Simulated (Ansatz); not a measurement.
# FeSe3: the cost of one run

Program: Ansatz 0.2.0. Level of theory: DFT PBE, scalar-relativistic, plane waves, PAW. These are calculated values, not measurements.

## 1. The structure to begin with

The structure is hexagonal, space group P6_3/mmc (No. 194). Conventional cell: a = 6.387 Å, b = 6.387 Å, c = 5.126 Å, α = 90.00°, β = 90.00°, γ = 120.00°. Around Fe (site symmetry -6m2) lie 12 Se at 3.16 to 3.19 Å. Se (site symmetry mm2) is surrounded by 4 Fe at 3.16 to 3.19 Å and 8 Se at 3.16 to 3.20 Å.

Coordinates:

```xyz
8
Lattice="6.3867 0.0000 0.0000 -3.1933 5.5310 0.0000 0.0000 0.0000 5.1263" Properties=species:S:1:pos:R:3 pbc="T T T"
Fe    0.0000    3.6873    1.2816
Fe    3.1933    1.8437    3.8447
Se    3.1933    3.6836    1.2816
Se   -1.5935    4.6073    3.8447
Se    1.5999    0.9237    1.2816
Se    0.0000    1.8474    3.8447
Se    4.7868    0.9237    1.2816
Se    1.5935    4.6073    3.8447
```

(A quick probe on a coarse mesh, which set the mesh and smearing, is not shown.)

## 3. A loose first relaxation

Contents of input.yaml:

```yaml
crystal:
  lattice:
    - [6.3866524618, 0.0, 0.0]
    - [-3.1933262309, 5.5310032771, 0.0]
    - [0.0, 0.0, 5.126274012]
  atoms:
    - { symbol: Fe, position: [0.3333333333, 0.6666666667, 0.25], spin: 3.78 }
    - { symbol: Fe, position: [0.6666666667, 0.3333333333, 0.75], spin: 3.78 }
    - { symbol: Se, position: [0.833, 0.666, 0.25] }
    - { symbol: Se, position: [0.167, 0.833, 0.75] }
    - { symbol: Se, position: [0.334, 0.167, 0.25] }
    - { symbol: Se, position: [0.167, 0.334, 0.75] }
    - { symbol: Se, position: [0.833, 0.167, 0.25] }
    - { symbol: Se, position: [0.666, 0.833, 0.75] }
basis:
  ecutwfc: 420
kpoints:
  mp_grid: { grid: [3, 3, 4] }
hamiltonian:
  xc: pbe
scf:
  occupations: { method: gaussian, width: 0.1 }
  lower_state_search: "off"
output:
  forces: true
  stress: true
  eigenvalues: true
  populations: true
magnetization:
  spin_polarized: true
relax:
  adjacent_minimum: "off"
  f_tol: 0.04
  max_steps: 70
  cell: { stress_tol: 0.4 }
```

On the command line:

```sh
$ ansatz run input.yaml --threads 1 --pin off --max-ram 2560MiB --backend cpu --events-out ev --progress --plain --runs-dir out
```

Q: Estimate wall time and peak memory on 1 thread of Arm Neoverse V2, shared host.

About 10 min, with a peak of 0.63 GiB.
